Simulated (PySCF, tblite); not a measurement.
**C₇H₁₀N₂Si: geometry, infrared bands, NMR shifts and electronic excitations**

What infrared bands, NMR shifts and electronic excitations should C₇H₁₀N₂Si (`C#C[Si@H](C)n1cnc(C)c1`) show?

Programs: tblite 0.8.0 and PySCF 2.14.0, with density-fitted response routines of our own. Each step states its level of theory. These are calculated values for one molecule in the gas phase, unless marked as measured. Atoms count from 0, in the outputs and in this text.

## (1) The molecule as given

20 atoms, charge 0, multiplicity 1; geometry from: GFN2-xTB.

Bonds of the start (Å): C0–C1 1.20, C1–Si2 1.85, Si2–C3 1.89, Si2–N4 1.76, N4–C5 1.36, C5–N6 1.30, N6–C7 1.37, C7–C8 1.49, C7–C9 1.36, C9–N4 1.38, C0–H10 1.05, Si2–H11 1.47, C3–H12 1.09, C3–H13 1.09, C3–H14 1.09, C5–H15 1.07, C8–H16 1.09, C8–H17 1.09, C8–H18 1.09, C9–H19 1.07.

## (2) Harmonic vibrations with GFN2-xTB

The job: settings as JSON, then the geometry in Å.

```
{"job": {"kind": "ir", "xc": "GFN2-xTB", "basis": "xTB"}, "charge": 0, "multiplicity": 1}
C     -0.928264    -0.078662     3.462112
C     -1.237247     0.085010     2.311756
Si    -1.680351     0.370531     0.536853
C     -2.935486    -0.908458    -0.074947
N     -0.184954     0.147911    -0.358772
C      0.000210    -0.395711    -1.594327
N      1.231676    -0.348472    -1.993183
C      1.930434     0.259378    -0.981635
C      3.398338     0.480023    -1.073007
C      1.068118     0.570403     0.025416
H     -0.660471    -0.226699     4.469205
H     -2.126471     1.758081     0.348804
H     -3.209285    -0.734679    -1.111793
H     -3.844707    -0.856916     0.515669
H     -2.547695    -1.920596     0.002782
H     -0.805584    -0.815582    -2.161852
H      3.651036     0.897281    -2.045296
H      3.727606     1.157198    -0.288963
H      3.925930    -0.467484    -0.967768
H      1.222020     1.038121     0.975910
```

**Question.** This job is followed by: PBE0-D3(BJ)/def2-SVP geometry optimisation, gas phase; GIAO PBE0/pcSseg-1 NMR shielding, non-relativistic, gas phase; TDDFT wB97X-D/def2-SVPD, vertical, gas phase, core orbitals frozen in the response; GIAO CAM-B3LYP/pcSseg-1 NMR shielding, non-relativistic, gas phase. What will the session give for the following? strongest single infrared mode (GFN2-xTB); zero-point energy (GFN2-xTB); point group; rotational constants (main isotopes); ¹³C shifts against TMS (PBE0/pcSseg-1); ¹H shifts against TMS (PBE0/pcSseg-1, means over atoms taken as alike); ²⁹Si shifts against TMS (PBE0/pcSseg-1); ¹⁵N shifts against NH3 (PBE0/pcSseg-1); lowest singlet (wB97X-D/def2-SVPD); brightest single state of those computed; lowest triplet; vertical ionisation energy (ΔSCF); range of the shift of N6.

The runs gave:

```
                                                              quantity                                             value
                             strongest single infrared mode (GFN2-xTB)                             2206 cm⁻¹, 317 km/mol
                                          zero-point energy (GFN2-xTB)                                     94.5 kcal/mol
                                                           point group                                                C1
                                  rotational constants (main isotopes)                              2.06, 0.72, 0.56 GHz
                                ¹³C shifts against TMS (PBE0/pcSseg-1)  147.0, 141.1, 121.3, 105.6, 86.3, 16.0, -3.7 ppm
¹H shifts against TMS (PBE0/pcSseg-1, means over atoms taken as alike)            7.09, 6.89, 5.17, 2.52, 2.31, 0.70 ppm
                               ²⁹Si shifts against TMS (PBE0/pcSseg-1)                                         -36.5 ppm
                                ¹⁵N shifts against NH3 (PBE0/pcSseg-1)                                  315.8, 187.9 ppm
                                    lowest singlet (wB97X-D/def2-SVPD)                       5.93 eV (209 nm), f = 0.035
                              brightest single state of those computed                       state 6, 6.36 eV, f = 0.062
                                                        lowest triplet                                           4.35 eV
                                     vertical ionisation energy (ΔSCF)                                           8.24 eV
                                              range of the shift of N6                                315.8 to 324.9 ppm
```

All 54 modes are real, so the xTB geometry is a minimum. Unscaled tight-binding wavenumbers are off by several per cent, some by more. Its intensities can rank the bands wrongly. The optimisation took 7 steps and gained 0.109 eV; among the close pairs (by a distance rule), Si2–C3 changed most, from 1.894 to 1.862 Å. At PBE0/pcSseg-1: The largest span, 488 ppm, is at N6, where the paramagnetic term is -387 ppm. NICS(1)zz of -28 ppm above the planar ring from N4 marks a diatropic (aromatic) ring current. The lowest singlet, at 5.93 eV, is HOMO→LUMO+1 0.65, HOMO→LUMO 0.16 and is weak; of the 10 states computed, the strongest absorption comes from state 6 at 6.36 eV. The lowest triplet lies 1.57 eV below the lowest singlet (triplets in Tamm-Dancoff, singlets in full TDDFT). The orbital energy would give 8.18 eV for ionisation, ΔSCF gives 8.24 eV. In ppm, N6 moves most: its shift spreads over 9.1 ppm, from 315.8 (PBE0/pcSseg-1) to 324.9 (CAM-B3LYP/pcSseg-1).
